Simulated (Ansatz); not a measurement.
# C (Fd-3m): equation of state with a fit in Python

Where is the equilibrium volume of C (Fd-3m), and how stiff is it? Aim: an equation of state with a fit, for C (Fd-3m), run from a script.

All numbers are computed with the Python package of Ansatz 0.2.0. Level of theory: DFT mr2scan, plane waves, PAW.

## (1) Starting point

It takes space group Fd-3m (No. 227, cubic). The conventional cell has a = 3.567 Å, b = 3.567 Å, c = 3.567 Å, α = 90.00°, β = 90.00°, γ = 90.00°. C (site symmetry -43m) is surrounded by 4 C at 1.54 Å.

No structure file is read: the coordinates are typed or built in the script.

## (2) The script

Contents of run_eos.py:

```python
"""Bulk modulus of C from an E(V) curve."""

import argparse
import warnings

import ansatz as az
from ase.eos import EquationOfState
from ase.units import GPa
import numpy as np

parser = argparse.ArgumentParser(description="Bulk modulus of C from an E(V) curve.")
parser.add_argument("--functional", required=True, help="exchange-correlation functional")
parser.add_argument("--cutoff", type=float, default=380.0, help="basis")
parser.add_argument("--max-scf", type=int, default=60, help="most SCF iterations")
parser.add_argument("--kgrid", type=int, nargs=3, default=[9, 9, 9], help="k-point sampling")
args = parser.parse_args()

vectors0 = np.array([
    [0.0, 1.78337, 1.78337],
    [1.78337, 0.0, 1.78337],
    [1.78337, 1.78337, 0.0],
])
sites = [
    ("C", (0.0, 0.0, 0.0)),
    ("C", (0.25, 0.25, 0.25)),
]


def make_crystal(cell):
    crystal = az.Crystal(lattice=az.Lattice.of(cell))
    for symbol, position in sites:
        crystal = crystal.atom(symbol, position)
    return crystal

warnings.simplefilter("ignore", az.DeckWarning)

# uniform scaling of the cell
volumes, energies, pressures = [], [], []
for scale in np.linspace(0.88, 1.12, 7):
    cell = vectors0 * scale ** (1 / 3)
    job = (
        make_crystal(cell).calculation()
        .functional(args.functional)
        .basis(args.cutoff, density_ratio=4)  # plane waves up to this kinetic energy
        .occupations(az.OccupationsMethod.FIXED)
        .scf(max_iterations=args.max_scf)
        .kpoints(*args.kgrid)
        .stress()  # GPa
    )
    report = job.run(threads=1).report
    volumes.append(abs(np.linalg.det(cell)) / len(sites))
    energies.append(report["free_energy_ev"] / len(sites))
    pressures.append(np.trace(report["stress_gpa"]) / 3)
    print(f"V = {volumes[-1]:8.4f} A^3/atom  F = {energies[-1]:.5f} eV/atom  P = {pressures[-1]:8.3f} GPa")

eos = EquationOfState(volumes, energies, eos="sj")
v0, e0, bulk = eos.fit()
print(f"V0 = {v0:.4f} A^3/atom, E0 = {e0:.5f} eV/atom, B = {bulk / GPa:.1f} GPa")
eos.plot("eos.png")
```

## (3) The input behind the calls

The engine receives this input (first run):

```yaml
crystal:
  lattice:
    - [0.0, 1.7089748860980114, 1.7089748860980114]
    - [1.7089748860980114, 0.0, 1.7089748860980114]
    - [1.7089748860980114, 1.7089748860980114, 0.0]
  atoms:
    - { symbol: C, position: [0.0, 0.0, 0.0] }
    - { symbol: C, position: [0.25, 0.25, 0.25] }
basis:
  ecutwfc: 380.0
  ecutrho_ratio: 4
kpoints:
  mp_grid:
    grid: [9, 9, 9]
hamiltonian:
  xc: mr2scan
scf:
  max_iter: 60
  occupations:
    method: fixed
output:
  stress: true
```

## (4) Launch

The run is started by

```sh
$ python run_eos.py --functional mr2scan
```

**Question.** Estimate the equilibrium volume and the bulk modulus.

The runs gave:

```
                      quantity            value
                 runs compared                7
               range of energy  125.73 meV/atom
lowest point, volume (Å³/atom)            5.672
```

**Reading.** Runs 1, 2, 3, 4, 5, 6, 7: each has a cutoff under the recommended one, so what rests on them isn't a property of the system. A third-order Birch-Murnaghan fit through the 7 points (the script's own form differs a little) has its minimum at 5.64 Å³ an atom, 0.6 % below the typed cell, with a bulk modulus of 451 GPa and dB/dP = 3.7. From that minimum the energy rises by 126.0 meV an atom on the compressed side and 105.8 meV on the expanded side. Notes:
- The cutoff lies under the one recommended for these potentials.
- Under the recommended cutoff a pressure can be off by several GPa, even in sign.
- Pressure is positive in compression.
